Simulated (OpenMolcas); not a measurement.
# Nb⁺: CASSCF terms and fine-structure levels

Which level of Nb⁺ lies lowest, and where do the others fall? The reference wave functions come first, then spin-orbit coupling.

The numbers are computed with OpenMolcas 26.06 (state-averaged CASSCF, spin-orbit coupling by RASSI with atomic mean-field integrals), except any that are marked as measured or tabulated.

### 1 The system

```
Species                           : Nb⁺ (niobium, Z = 41, 40 electrons)
Basis                             : ANO-R0 [5s3p2d], 24 functions
Scalar Hamiltonian                : X2C, finite nucleus
Inactive shells                   : 1s 2s 2p 3s 3p 3d 4s 4p
Active space                      : 4 electrons in 6 orbitals (4d 5s)
Some configurations of this space : 4d2 5s2, 4d3 5s, 4d4
Orbitals                          : optimised for each spin and parity, averaged over the low roots
```

Outer shells as boxes (Hund's rule):

4d2 5s2
```
4d [↑ ][↑ ][  ][  ][  ]
5s [↑↓]
```

4d3 5s
```
4d [↑ ][↑ ][↑ ][  ][  ]
5s [↑ ]
```

4d4
```
4d [↑ ][↑ ][↑ ][↑ ][  ]
```

Each step is its own input file, run in one work folder so that later steps find the files of earlier ones. Labels, J, g values, rates, χT and fits are worked out afterwards by a script from the matrices that RASSI stores.

### 2 GATEWAY and SEWARD: basis and integrals

a.inp reads:

```
&GATEWAY
Coord
1

Nb 0.0 0.0 0.0
Basis=ANO-R0
Group=XYZ
NoMove
AngMom=0.0 0.0 0.0
AMFI
&SEWARD
```

Launch:

```
$ OMP_NUM_THREADS=1 MOLCAS_MEM=2252 MOLCAS_PROJECT=a pymolcas a.inp > a.log
```

### 3 CASSCF: quintets of even parity, 15 roots

a.inp reads:

```
&RASSCF
FileOrb=start.orb
Symmetry=1
Spin=5
nActEl=4 0 0
Inactive=9 9
Ras2=6 0
CIRoot=15 15 1
SDav=15
CIMx=300
Iter=120 100
PrWF=0.3
OrbListing=Nothing
MaxOrb=0
Atom
>>> COPY $Project.JobIph JOB001
```

start.orb holds the contracted functions of the basis, ordered by shell, or the orbitals of the step before.

### 4 CASSCF: triplets of even parity, 73 roots

a.inp reads:

```
&RASSCF
FileOrb=start.orb
Symmetry=1
Spin=3
nActEl=4 0 0
Inactive=9 9
Ras2=6 0
CIRoot=73 73 1
SDav=105
CIMx=300
Iter=120 100
PrWF=0.3
OrbListing=Nothing
MaxOrb=0
Atom
>>> COPY $Project.JobIph JOB002
```

### 5 Reference wave functions, singlets of even parity, 58 roots

a.inp reads:

```
&RASSCF
FileOrb=start.orb
Symmetry=1
Spin=1
nActEl=4 0 0
Inactive=9 9
Ras2=6 0
CIRoot=58 58 1
SDav=105
CIMx=300
Iter=120 100
PrWF=0.3
OrbListing=Nothing
MaxOrb=0
Atom
>>> COPY $Project.JobIph JOB003
```

### 6 State interaction with spin-orbit coupling

a.inp reads:

```
&RASSI
NrOfJobIphs=3 15 35 5
1 2 3 4 5 6 7 8 9 10 11 12 13 14 15
1 2 3 4 5 6 7 8 9 10 11 12 13 14 15 16 17 18 19 20 21 22 23 24 25 26 27
28 29 30 31 32 33 34 35
1 2 3 4 5
IphNames
JOB001
JOB002
JOB003
EJob
SpinOrbit
DIPRint=1.0
SOCoupling=1000.0
Subsets=2
MEES
Property=10
'ANGMOM' 1 'ANGMOM' 2 'ANGMOM' 3 'MLTPL  1' 1 'MLTPL  1' 2 'MLTPL  1' 3
'AMFI' 1 'AMFI' 2 'AMFI' 3 'MLTPL  2' 6
SOProperty=3
'ANGMOM' 1 'ANGMOM' 2 'ANGMOM' 3
```

(Steps that only read results are left out.)

Q: Predict the outcome of this session. Wanted: lowest level; first excited level; lowest level of another term; spin-orbit lowering of the lowest level; strongest of the lines computed, by gA.

The runs gave:

| quantity | value |
| --- | --- |
| method | CASSCF |
| lowest level | 4d4 5D0, 99 % of that term |
| ground level listed by NIST | 5D0 |
| first excited level | 4d4 5D1 at 141 cm-1 |
| lowest level of another term | 4d3 5s 5F1 at 4796 cm-1 |
| spin-orbit lowering of the lowest level | 798 cm-1 |
| strongest of the lines computed, by gA (one parity, so forbidden lines), at CASSCF energies | 4d4 3F4 → 4d4 5D4, 934.2 nm, A = 1.69e-01 s⁻¹ |

In words: The multiplet 5D is regular; its intervals divided by the larger J differ by 22 % of their mean, where Landé's rule for pure LS coupling makes them equal. The computed levels miss the measured ones by 1900 cm⁻¹ on average. Only the configurations of the active space and the roots asked for are present. Not all states of the active space went into the spin-orbit step. Configurations with different d counts are hard to place against each other, and can be off by thousands to tens of thousands of cm-1. Only valence configurations of the active space appear, up to the ionisation limit; * or ° marks odd parity.
